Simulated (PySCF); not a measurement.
# C2H5NTe: fields and orbitals

Aim: take C2H5NTe and find what binds its two fragments and compute its lowest excited states.

Computed with PySCF 2.14.0. Level: levels as typed in each script, gas phase, geometry from GFN2-xTB.

## Step 1: The system as given

SMILES `CC#N.[TeH2]`, 9 atoms, charge 0, spin multiplicity 1.

Bond lengths: C1–C2 1.433 Å, C1–H4 1.089 Å, C1–H5 1.089 Å, C1–H6 1.090 Å, C2–N3 1.143 Å, Te7–H8 1.662 Å, Te7–H9 1.648 Å. Angles: C2–C1–H4 109.7°, C2–C1–H5 109.5°, C2–C1–H6 109.4°, H4–C1–H5 109.5°, H4–C1–H6 109.5°, H5–C1–H6 109.4°, C1–C2–N3 179.7°, H8–Te7–H9 86.9°.

As a file:

```mol
C2H5NTe
  3D, bonds by distance, orders not assigned

  9  7  0  0  0  0  0  0  0  0999 V2000
   -3.8539    0.4060   -0.0047 C   0  0
   -2.5816   -0.2538    0.0025 C   0  0
   -1.5698   -0.7861    0.0077 N   0  0
   -4.6335   -0.3032   -0.2804 H   0  0
   -4.0611    0.8058    0.9873 H   0  0
   -3.8339    1.2221   -0.7263 H   0  0
    1.1357    0.0111   -0.0012 Te  0  0
    2.6139    0.7714   -0.0030 H   0  0
    0.4617    1.5145    0.0448 H   0  0
  1  2  8  0
  1  4  8  0
  1  5  8  0
  1  6  8  0
  2  3  8  0
  7  8  8  0
  7  9  8  0
M  END
```

## Step 2: Binding of the two fragments (B3LYP/def2-tzvp)

input.py

```python
import numpy as np
from pyscf import gto, scf, dft
from pyscf.scf import atom_ks, atom_hf
from scipy.linalg import block_diag
from pyscf.dispersion import dftd3

def solve(mol, dm0=None, hcore=None):
    mf = (dft.UKS if mol.spin else dft.RKS)(mol, xc='b3lyp')
    mf.grids.level = 3
    mf = mf.density_fit(auxbasis='def2-universal-jkfit')
    mf.conv_tol, mf.max_cycle = 1e-8, 80
    if hcore is not None:
        mf.get_hcore = lambda *args: hcore
    mf.kernel(dm0)
    if not mf.converged:
        mf = mf.newton().run(mf.mo_coeff, mf.mo_occ, max_cycle=30)
    assert mf.converged, 'SCF not converged'
    return mf

mol = gto.M(atom='''
C     -3.85393     0.40601    -0.00467
C     -2.58161    -0.25376     0.00249
N     -1.56982    -0.78607     0.00774
H     -4.63351    -0.30323    -0.28045
H     -4.06114     0.80577     0.98726
H     -3.83394     1.22208    -0.72629
Te     1.13567     0.01112    -0.00122
H      2.61388     0.77136    -0.00303
H      0.46173     1.51453     0.04477
''', basis='def2-tzvp', ecp={'Te': 'def2-tzvp'}, charge=0, spin=0, verbose=4)
mol_a = gto.M(atom='''
C     -3.85393     0.40601    -0.00467
C     -2.58161    -0.25376     0.00249
N     -1.56982    -0.78607     0.00774
H     -4.63351    -0.30323    -0.28045
H     -4.06114     0.80577     0.98726
H     -3.83394     1.22208    -0.72629
ghost-Te     1.13567     0.01112    -0.00122
ghost-H      2.61388     0.77136    -0.00303
ghost-H      0.46173     1.51453     0.04477
''', basis='def2-tzvp', charge=0, spin=0, verbose=4)
mol_b = gto.M(atom='''
ghost-C     -3.85393     0.40601    -0.00467
ghost-C     -2.58161    -0.25376     0.00249
ghost-N     -1.56982    -0.78607     0.00774
ghost-H     -4.63351    -0.30323    -0.28045
ghost-H     -4.06114     0.80577     0.98726
ghost-H     -3.83394     1.22208    -0.72629
Te     1.13567     0.01112    -0.00122
H      2.61388     0.77136    -0.00303
H      0.46173     1.51453     0.04477
''', basis='def2-tzvp', ecp={'Te': 'def2-tzvp'}, charge=0, spin=0, verbose=4)
ab, a, b = solve(mol), solve(mol_a), solve(mol_b)
e_int = ab.e_tot - a.e_tot - b.e_tot
print('counterpoise-corrected interaction energy / kcal/mol', e_int * 627.5095)
def disp(atoms, charge):
    m = gto.M(atom=atoms, charge=charge, basis='sto-3g', spin=None, unit='Bohr', verbose=0)
    return dftd3.DFTD3Dispersion(m, xc='b3lyp', version='d3bj').get_dispersion()['energy']
e_disp = disp(mol._atom, mol.charge) - disp(mol._atom[:6], mol_a.charge) - disp(mol._atom[6:], mol_b.charge)
print('D3(BJ) part / kcal/mol', e_disp * 627.5095)
# spherically averaged free atoms, for the promolecule
atom_ks.AtomSphAverageRKS.init_guess_by_vsap = lambda self, mol=None: self.init_guess_by_minao(mol)  # core potentials
atm = atom_ks.get_atm_nrks(mol, xc='b3lyp')
pro = block_diag(*[(atm[a[0]][2] * atm[a[0]][3]) @ atm[a[0]][2].T for a in mol._atom])
np.savez('result.npz', e_int=e_int, e_disp=e_disp, dm_a=a.make_rdm1(), dm_b=b.make_rdm1(), c=ab.mo_coeff, occ=ab.mo_occ, eps=ab.mo_energy, pro=pro, d=[f.dip_moment(verbose=0) for f in (ab, a, b)])
```

On the command line:

```
$ OMP_NUM_THREADS=1 python input.py
```

## Step 4: Excited states (HF/def2-svp)

input.py

```python
import numpy as np
from pyscf import gto, scf, dft, tdscf
from pyscf.scf import atom_ks, atom_hf
from scipy.linalg import block_diag

def solve(mol, dm0=None, hcore=None):
    mf = scf.UHF(mol) if mol.spin else scf.RHF(mol)
    mf = mf.density_fit(auxbasis='def2-universal-jkfit')
    mf.conv_tol, mf.max_cycle = 1e-8, 80
    if hcore is not None:
        mf.get_hcore = lambda *args: hcore
    mf.kernel(dm0)
    if not mf.converged:
        mf = mf.newton().run(mf.mo_coeff, mf.mo_occ, max_cycle=30)
    assert mf.converged, 'SCF not converged'
    return mf

mol = gto.M(atom='''
C     -3.85393     0.40601    -0.00467
C     -2.58161    -0.25376     0.00249
N     -1.56982    -0.78607     0.00774
H     -4.63351    -0.30323    -0.28045
H     -4.06114     0.80577     0.98726
H     -3.83394     1.22208    -0.72629
Te     1.13567     0.01112    -0.00122
H      2.61388     0.77136    -0.00303
H      0.46173     1.51453     0.04477
''', basis='def2-svp', ecp={'Te': 'def2-svp'}, charge=0, spin=0, verbose=4)
mf = solve(mol)
td = mf.TDA()
td.nstates, td.singlet, td.conv_tol = 5, True, 1e-5
td.kernel()
td.analyze()
x, y = np.array([p[0] for p in td.xy]), np.array([p[1] + 0 * p[0] for p in td.xy])
f, mu = td.oscillator_strength(), td.transition_dipole()
nto = [td.get_nto(state=i + 1, verbose=4) for i in range(len(td.e))]
# spherically averaged free atoms, for the promolecule
atm = scf.atom_hf.get_atm_nrhf(mol)
pro = block_diag(*[(atm[a[0]][2] * atm[a[0]][3]) @ atm[a[0]][2].T for a in mol._atom])
np.savez('result.npz', e=td.e, f=f, ok=td.converged, w=[n[0] for n in nto], nto=[n[1] for n in nto], x=x, y=y, c=mf.mo_coeff, occ=mf.mo_occ, eps=mf.mo_energy, pro=pro, mu=mu)
```

(Steps that only read results are left out.)

What does the calculation give? Wanted: interaction energy, counterpoise; lowest singlet excitation.

The runs gave:

```
                                          quantity          value
interaction energy, counterpoise (B3LYP/def2-tzvp)  +1.9 kcal/mol
           lowest singlet excitation (HF/def2-svp)        4.81 eV
```

What this shows: The counterpoise-corrected interaction energy of the frozen fragments is +1.9 kcal/mol without dispersion correction and −0.4 kcal/mol with D3(BJ). The pair geometry is semi-empirical, not a minimum at this level. The geometry was not optimised at these levels.
